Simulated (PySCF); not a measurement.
# PrOCl: how tightly the ligands are held

Aim: take one ligand of each kind off PrOCl, with both parts rigid, and scan its distance from the metal. The species was built from a template and needn't be a known compound.

Program: PySCF 2.14.0. Level of theory: PBE0, Pr lcecp-1-SVP with ECP48, O def2-SVP, Cl def2-SVP; scalar-relativistic core potentials, no spin–orbit coupling. These are calculated values, not measurements.

1 further run of the same task is left out (for a known fault of the program).

## (1) The system as given

3 atoms, charge 0, spin multiplicity 1.

Bond lengths: Pr1–O2 1.870 Å, Pr1–Cl3 2.616 Å. Angles: O2–Pr1–Cl3 114.0°.

Geometry (Å):

```
Pr    0.2954    0.0000   -0.4488
O     1.8249    0.0000    0.6279
Cl   -1.9501    0.0000    0.8940
```

Formal oxidation states: Pr +3. Each metal's 2 4f electrons lie in its core potential, so multiplicities, spins and levels count the valence alone. An earlier session relaxed this geometry at PBE0, Pr lcecp-1-SVP with ECP48, O def2-SVP, Cl def2-SVP (singlet, point group Cs).

## (2) Rigid scan of O

Atom 2 moves along the line from atom 1; the distance is to the donor, the donors' midpoint or the ring centre. Each point starts from the density of the one before.

| distance (Å) | energy from the relaxed point (eV) |
| --- | --- |
| 1.57 | 2.568 |
| 1.67 | 0.976 |
| 1.77 | 0.209 |
| 1.87 | 0.000 |
| 1.97 | 0.160 |
| 2.07 | 0.557 |
| 2.17 | 1.100 |
| 2.32 | 2.054 |

Run time: 2.7 s. Hardware: 2 threads of Arm Neoverse V2, shared host.

## (3) Cl taken off

The ligand (atom 3) keeps its formal charge and a closed shell where it can; ligand and rest are solved at the complex's geometry, in vacuum, with the settings of the relaxation.

| part | charge | state | energy (Eh) |
| --- | --- | --- | --- |
| complex | 0 | singlet | -567.969764 |
| ligand | -1 | singlet | -459.928134 |
| rest | 1 | singlet | -107.746665 |

Run time: 0.2 s. Hardware: 2 threads of Arm Neoverse V2, shared host.

## (4) Rigid scan of Cl

Atom 3 moves along the line from atom 1; the distance is to the donor, the donors' midpoint or the ring centre. Each point starts from the density of the one before.

| distance (Å) | energy from the relaxed point (eV) |
| --- | --- |
| 2.32 | 0.664 |
| 2.42 | 0.260 |
| 2.52 | 0.058 |
| 2.62 | 0.000 |
| 2.72 | 0.043 |
| 2.82 | 0.155 |
| 3.02 | 0.503 |
| 3.32 | 1.142 |
| 3.72 | 1.977 |
| 4.22 | 2.836 |

Run time: 3.4 s. Hardware: 2 threads of Arm Neoverse V2, shared host.

## (5) Outcome

| quantity | value |
| --- | --- |
| stiffness of the O contact | 36.9 eV/Å² |
| taking off Cl | 8.03 eV |
| stiffness of the Cl contact | 10.1 eV/Å² |

Near 1.87 Å the O contact has a stiffness of about 36.9 eV/Å², and the energy stands 2.05 eV higher at 2.32 Å. Taking off Cl as a fragment of charge -1 costs 8.03 eV, much of it the attraction of the two charges. Near 2.62 Å the Cl contact has a stiffness of about 10.1 eV/Å², and the energy stands 2.84 eV higher at 4.22 Å. The free anion is solved without diffuse functions, no counterpoise correction is made, and the parts aren't relaxed; each of these makes the binding look larger. These are double-zeta-type bases without diffuse functions. Spin–orbit coupling is left out.
